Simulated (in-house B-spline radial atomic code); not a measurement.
**In: a test of the spline order**

Aim: see how the result and the number of iterations for In depend on the spline order.

Program: in-house B-spline radial atomic code version 1. Level of theory: Dirac-Coulomb BLYP, spherical fractional occupations, Fermi nucleus, basis-set limit. These are calculated values, not measurements, unless marked.

**1. The system**

* element: indium (Z = 49)
* charge: 0
* electrons: 49
* configuration: [Kr] 4d10 5s2 5p1
* Hamiltonian: Dirac-Coulomb
* nucleus: Fermi, rms radius 4.616 fm

The outer shells:

[Kr] 4d10 5s2 5p1
```
[Kr] core
4d [↑↓][↑↓][↑↓][↑↓][↑↓]
5s [↑↓]
5p [↑ ][  ][  ]
```

The boxes only draw the filling; these runs are spin-restricted and spherical.

A run counts as converged when the orbital gradient is under the tolerance times 49 hartree (or under the basis's noise floor) and the energy moved by less than 1e-8 hartree times the root of its size. Energy differences under 2e-05 hartree are noise.

**2. Reference run with standard settings**

Input settings:

```ini
Z = 49
electrons = 49.0
configuration = [Kr] 4d10 5s2 5p1
hamiltonian = dirac
method = b88,lyp
spin_polarised = False
nucleus = fermi
rms_radius = 4.6156
mass_number = 115
atomic_mass = 114.903878772
speed_of_light = 137.035999084
knot_spacing = 0.22
spline_order = 8
gauss_points = 12
box_radius = 50
max_iterations = 70
damping = 0.5
damped_steps = 3
diis_vectors = 10
tolerance = 1e-08
start = Thomas-Fermi
```

Command:

```
> python run_scf.py task.json out
```

task.json lists these runs, among others, and the program works through them in turn.

**3. Spline order 3**

The settings differ from step 2 so:

```diff
@@ -12,3 +12,3 @@
 knot_spacing = 0.22
-spline_order = 8
+spline_order = 3
 gauss_points = 12
```

**4. Spline order 4**

The settings differ from step 3 so:

```diff
@@ -12,3 +12,3 @@
 knot_spacing = 0.22
-spline_order = 3
+spline_order = 4
 gauss_points = 12
```

**5. Spline order 5**

The settings differ from step 4 so:

```diff
@@ -12,3 +12,3 @@
 knot_spacing = 0.22
-spline_order = 4
+spline_order = 5
 gauss_points = 12
```

**6. Spline order 6**

The settings differ from step 5 so:

```diff
@@ -12,3 +12,3 @@
 knot_spacing = 0.22
-spline_order = 5
+spline_order = 6
 gauss_points = 12
```

**7. Spline order 7**

The settings differ from step 6 so:

```diff
@@ -12,3 +12,3 @@
 knot_spacing = 0.22
-spline_order = 6
+spline_order = 7
 gauss_points = 12
```

**8. Spline order 10**

The settings differ from step 7 so:

```diff
@@ -12,3 +12,3 @@
 knot_spacing = 0.22
-spline_order = 7
+spline_order = 10
 gauss_points = 12
```

Q: Which of these runs converge to the reference energy, which miss it and by about how much, and which fail?

As calculated:

| run | outcome | iterations | energy less the reference (hartree) |
| --- | --- | --- | --- |
| reference | converged | 10 | 0 |
| spline order 3 | converged | 10 | +0.172 |
| spline order 4 | converged | 10 | +0.00306 |
| spline order 5 | converged | 10 | +0.000105 |
| spline order 6 | converged | 10 | below noise |
| spline order 7 | converged | 10 | below noise |
| spline order 10 | converged | 10 | below noise |

What this shows: Of 6 changed inputs, 3 gave the reference energy within 2e-05 hartree and 3 converged to another value. The worst converged miss is +0.172 hartree (spline order 3): splines of so low an order are too stiff.
